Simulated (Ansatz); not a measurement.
# AlRu: a surface, (110), 2 layers

What do the surfaces of AlRu (110), 2 layers cost, and how tightly do they hold an electron? The runs shown use LAPW, norm-conserving and crystal datasets. Companion runs by PAW are cited. Its runs: bulk in the slab's orientation (LAPW); the reference run (LAPW, norm-conserving and crystal datasets); atoms relaxed (LAPW); no images along the normal (LAPW).

Method: DFT PBE, with the methods named in each step, in Ansatz 0.2.0.

## 1. The structure to begin with

The structure is cubic, space group Pm-3m (No. 221). Conventional cell: a = 3.004 Å, b = 3.004 Å, c = 3.004 Å, α = 90.00°, β = 90.00°, γ = 90.00°. Ru (site symmetry m-3m) is surrounded by 8 Al at 2.60 Å. Al (site symmetry m-3m) is surrounded by 8 Ru at 2.60 Å.

Coordinates:

```cif
data_structure
_symmetry_space_group_name_H-M 'P 1'
_symmetry_Int_Tables_number 1
_cell_length_a 3.0044
_cell_length_b 4.2488
_cell_length_c 4.2488
_cell_angle_alpha 90.000
_cell_angle_beta 90.000
_cell_angle_gamma 90.000
_cell_volume 54.24
loop_
_atom_site_label
_atom_site_type_symbol
_atom_site_fract_x
_atom_site_fract_y
_atom_site_fract_z
_atom_site_occupancy
Ru1 Ru 0.00000 0.00000 0.00000 1
Ru2 Ru 0.00000 0.50000 0.50000 1
Al1 Al 0.50000 0.50000 0.00000 1
Al2 Al 0.50000 0.00000 0.50000 1
```

Atoms are numbered in the order of the input: Ru1, Ru2, Al3, Al4.

## 2. Bulk in the slab's orientation, LAPW

input.yaml

```yaml
crystal:
  lattice:
    - [0.0, 0.0, 3.0043569641]
    - [3.0043569641, -3.0043569641, 0.0]
    - [3.0043569641, 3.0043569641, 0.0]
  atoms:
    - { symbol: Ru, position: [0.0, 0.0, 0.0] }
    - { symbol: Ru, position: [0.0, 0.5, 0.5] }
    - { symbol: Al, position: [0.5, 0.5, 0.0] }
    - { symbol: Al, position: [0.5, 0.0, 0.5] }
kpoints:
  mp_grid: { grid: [12, 9, 9] }
scf:
  occupations: { method: fermi_dirac, width: 0.1 }
hamiltonian:
  xc: pbe
  pseudopotentials: { kind: all_electron, lapw: { basis_error: 0.001 } }
output:
  forces: true
  stress: true
  eigenvalues: true
```

Launch:

```sh
> ansatz run input.yaml --threads 1 --pin off --max-ram 3584MiB --backend cpu --events-out ev --progress --plain --runs-dir out
```

Further steps of the session: Slab as cut, LAPW; Atoms relaxed, LAPW; Slab as cut, norm-conserving; Slab as cut, crystal datasets; No images along the normal, LAPW.

Before running it: what results should come out? Wanted: surface energy; work function (for each run or level that gives them).

The runs gave:

| quantity | value |
| --- | --- |
| surface energy (LAPW, relaxed) | 2.33 J/m² |
| work function (LAPW, relaxed) | 4.70 eV |
| work function (norm-conserving, relaxed) | 4.70 eV |
| work function (crystal datasets, relaxed) | 4.70 eV |
| surface energy (PAW, relaxed) | 2.33 J/m² |
| work function (PAW, relaxed) | 4.70 eV |

What this shows: By LAPW the surface costs 2.34 J/m² as cut and 2.33 J/m² relaxed. Thickness wasn't converged, and no reconstruction was sought.
